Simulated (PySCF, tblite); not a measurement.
# C5H13OPSi: geometry, infrared bands and NMR shifts

What infrared bands and NMR shifts should C5H13OPSi (`O=[P@@H]1CCCC[C@@H]1[SiH3]`) show?

Programs: tblite 0.8.0 and PySCF 2.14.0, with density-fitted response routines of our own. Each step states its level of theory. These are calculated values for one molecule in the gas phase, unless marked as measured. Atoms are numbered from 0 throughout.

## 1. The molecule as given

21 atoms, charge 0, multiplicity 1; geometry from: force field or distance geometry start.

Bonds of the start (Å): O0–P1 1.51, P1–C2 1.80, C2–C3 1.53, C3–C4 1.52, C4–C5 1.49, C5–C6 1.51, C6–Si7 1.86, C6–P1 1.82, P1–H8 1.41, C2–H9 1.11, C2–H10 1.11, C3–H11 1.12, C3–H12 1.10, C4–H13 1.10, C4–H14 1.12, C5–H15 1.12, C5–H16 1.13, C6–H17 1.12, Si7–H18 1.48, Si7–H19 1.47, Si7–H20 1.48.

## 2. Optimising the geometry with GFN2-xTB

Job settings and geometry (Å):

```
{"job": {"kind": "relax", "xc": "GFN2-xTB", "basis": "xTB"}, "charge": 0, "multiplicity": 1}
O      0.688100    -2.539100    -0.417100
P     -0.095900    -1.508000     0.362500
C     -1.512200    -1.013800    -0.630400
C     -1.982200     0.324500    -0.046900
C     -0.835700     1.282500    -0.303000
C      0.236500     1.216300     0.730600
C      0.992700    -0.092700     0.735500
Si     2.453800    -0.074600    -0.411500
H     -0.563000    -2.007500     1.596800
H     -1.127500    -0.767200    -1.637400
H     -2.326900    -1.762500    -0.645200
H     -2.118800     0.204200     1.057000
H     -2.918200     0.674500    -0.506100
H     -1.209000     2.295600    -0.509600
H     -0.378300     0.933300    -1.263400
H     -0.175600     1.366000     1.758900
H      0.965200     2.060500     0.580500
H      1.379500    -0.252300     1.776000
H      2.926800    -1.462800    -0.603300
H      3.554800     0.742700     0.128900
H      2.037200     0.397500    -1.753300
```

Run with:

```bash
$ OMP_NUM_THREADS=1 python probes_run.py task.json out
```

One launch serves the whole session: the jobs run in the order shown.

**Question.** This job is followed by: GFN2-xTB harmonic vibrations, gas phase; GIAO PBE0/pcSseg-1 NMR shielding, non-relativistic, gas phase. What will the session give for the following? strongest single infrared mode (GFN2-xTB); zero-point energy (GFN2-xTB); 13C shifts against TMS (PBE0/pcSseg-1); 1H shifts against TMS (PBE0/pcSseg-1, means over atoms taken as alike); 17O shifts against H2O (PBE0/pcSseg-1); 31P shifts against H3PO4 (PBE0/pcSseg-1); 29Si shifts against TMS (PBE0/pcSseg-1).

As calculated:

```
                                                              quantity                                                                 value
                             strongest single infrared mode (GFN2-xTB)                                                  798 cm⁻¹, 431 km/mol
                                          zero-point energy (GFN2-xTB)                                                        104.7 kcal/mol
                                13C shifts against TMS (PBE0/pcSseg-1)                                      30.2, 29.6, 27.2, 26.6, 25.8 ppm
1H shifts against TMS (PBE0/pcSseg-1, means over atoms taken as alike)  7.32, 4.05, 2.07, 2.01, 1.98, 1.97, 1.81, 1.64, 1.47, 1.24, 1.15 ppm
                                17O shifts against H2O (PBE0/pcSseg-1)                                                             103.6 ppm
                              31P shifts against H3PO4 (PBE0/pcSseg-1)                                                              -0.5 ppm
                               29Si shifts against TMS (PBE0/pcSseg-1)                                                             -70.9 ppm
```

In words: Relaxing lowered the energy by 0.792 eV in 117 steps; the close pair that moved most is C6–Si7, from 1.858 to 1.910 Å. All 57 modes are real, so the xTB geometry is a minimum. The strongest single mode, at 798 cm⁻¹, is carried by H20, H19, H18, Si7. GFN2-xTB is a fitted tight-binding method: band positions and strengths are rough. Its intensities can rank the bands wrongly. At PBE0/pcSseg-1: The widest tensor belongs to P1: span 247 ppm, with a paramagnetic part of -645 ppm.
